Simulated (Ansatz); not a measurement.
**BCl3H3N: a ladder of functionals and wavefunction methods**

How much do the methods differ for BCl3H3N? The plan is to run it at one geometry with functionals of several rungs and with coupled cluster. The yardstick is the atomisation energy at the CCSD(T) limit.

Computed with Ansatz 0.2.0, Gaussian basis. Level: functionals in def2-TZVPP, the program's frozen cores in correlated methods.

The runs, in order: LDA (SPW92), PBE-D4, revPBE-D4, BLYP-D4, r2SCAN-D4, B97M-V, PBE0-D4, B3LYP-D4, r2SCANh-D4, r2SCAN0-D4, HSE06-D4, BHLYP-D4, CAM-B3LYP-D4, LC-ωPBE, ωB97X-V, ωB97M-V, B2PLYP, PBE-QIDH; CCSD(T)/def2-SVP; CCSD(T)/def2-TZVPP; MP2/def2-QZVPP; extrapolation to the limit; RPA on PBE.

## (1) The geometry

All runs share one geometry, relaxed beforehand with PBE0-D4 in a triple-zeta def2 set.

SMILES `[NH3+][B-](Cl)(Cl)Cl`, 8 atoms, charge 0, spin multiplicity 1.

Atoms are counted from 1 here; the program's logs count them from 0.

Bond lengths: N1–B2 1.614 Å, N1–H6 1.018 Å, N1–H7 1.018 Å, N1–H8 1.018 Å, B2–Cl3 1.827 Å, B2–Cl4 1.827 Å, B2–Cl5 1.827 Å. Angles: B2–N1–H6 109.8°, B2–N1–H7 109.8°, B2–N1–H8 109.8°, H6–N1–H7 109.2°, H6–N1–H8 109.2°, H7–N1–H8 109.2°, N1–B2–Cl3 105.1°, N1–B2–Cl4 105.1°, N1–B2–Cl5 105.1°, Cl3–B2–Cl4 113.5°, Cl3–B2–Cl5 113.5°, Cl4–B2–Cl5 113.5°.

## (2) LDA

This LDA is Slater exchange with PW92 correlation.

in.yaml

```yaml
crystal:
  periodic: [false, false, false]
  atoms:
    - {symbol: N, position_ang: [-0.344830, -0.361111, 0.686627]}
    - {symbol: B, position_ang: [0.326845, 0.306141, -0.620745]}
    - {symbol: Cl, position_ang: [-0.637163, 1.827772, -0.926843]}
    - {symbol: Cl, position_ang: [0.148075, -0.946171, -1.939125]}
    - {symbol: Cl, position_ang: [2.063525, 0.626793, -0.152241]}
    - {symbol: H, position_ang: [-0.283370, 0.282869, 1.472086]}
    - {symbol: H, position_ang: [0.142409, -1.222783, 0.922322]}
    - {symbol: H, position_ang: [-1.323390, -0.570509, 0.502219]}
basis:
  gaussian: {orbitals: def2-TZVPP}
hamiltonian: {xc: lda}
output: {orbitals: {seedname: orbitals}}
```

Launch:

```console
ansatz run in.yaml --threads 4 --pin off --events-out ev --progress --plain --max-ram 10444MiB
```

The runs that follow: PBE-D4 (GGA); revPBE-D4 (GGA); BLYP-D4 (GGA); r2SCAN-D4 (meta-GGA); B97M-V (meta-GGA); B3LYP-D4 (hybrid); r2SCANh-D4 (hybrid); r2SCAN0-D4 (hybrid); HSE06-D4 (hybrid); BHLYP-D4 (hybrid); CAM-B3LYP-D4 (range-separated); LC-ωPBE (range-separated); ωB97X-V (range-separated); ωB97M-V (range-separated); B2PLYP (double hybrid); PBE-QIDH (double hybrid); CCSD(T) in def2-SVP; CCSD(T) in def2-TZVPP; MP2 in def2-QZVPP; RPA on PBE orbitals.

Before running them: what should the planned runs give, taken together? Wanted: atomisation energy, CCSD(T)/CBS; farthest beyond LDA; mean size of error, GGA; mean size of error, meta-GGA; mean size of error, hybrid; mean size of error, range-separated; mean size of error, double hybrid; gap, smallest and largest; T1 diagnostic.

**Answer**, as computed:

```
                               quantity                                                   value
        atomisation energy, CCSD(T)/CBS                                          648.8 kcal/mol
functionals within 3.2 kcal/mol (0.5 %)  revPBE-D4, r2SCANh-D4, CAM-B3LYP-D4, ωB97X-V, PBE-QIDH
                    farthest beyond LDA                               BHLYP-D4 (-22.4 kcal/mol)
                mean size of error, GGA                                            7.9 kcal/mol
           mean size of error, meta-GGA                                            5.8 kcal/mol
             mean size of error, hybrid                                            7.6 kcal/mol
    mean size of error, range-separated                                            3.8 kcal/mol
      mean size of error, double hybrid                                            5.6 kcal/mol
              gap, smallest and largest                   5.30 eV (BLYP-D4), 12.64 eV (LC-ωPBE)
                          T1 diagnostic                                                  0.0081
triples share of the correlation energy                                                   4.1 %
```

In words: LDA overbinds by 105.0 kcal/mol (16 %). PBE-D4 is off by +17.9 kcal/mol. Double hybrids carry the basis error of their MP2 part in triple zeta, and no dispersion term here, so their miss is partly the set-up's. By mean error the best rung here is range-separated (3.8 kcal/mol) and the worst beyond LDA is GGA (7.9 kcal/mol). Misses under about 3.2 kcal/mol are within the doubt on the reference itself, which lacks core-valence correlation, relativity and higher excitations. Hartree-Fock recovers 72 % of the binding; the rest is correlation. CCSD(T) in def2-SVP is off by -39.0 kcal/mol, more than most functionals: a good method in a small basis is no reference. Orbital gaps span 5.3 to 12.6 eV; exact exchange widens them.
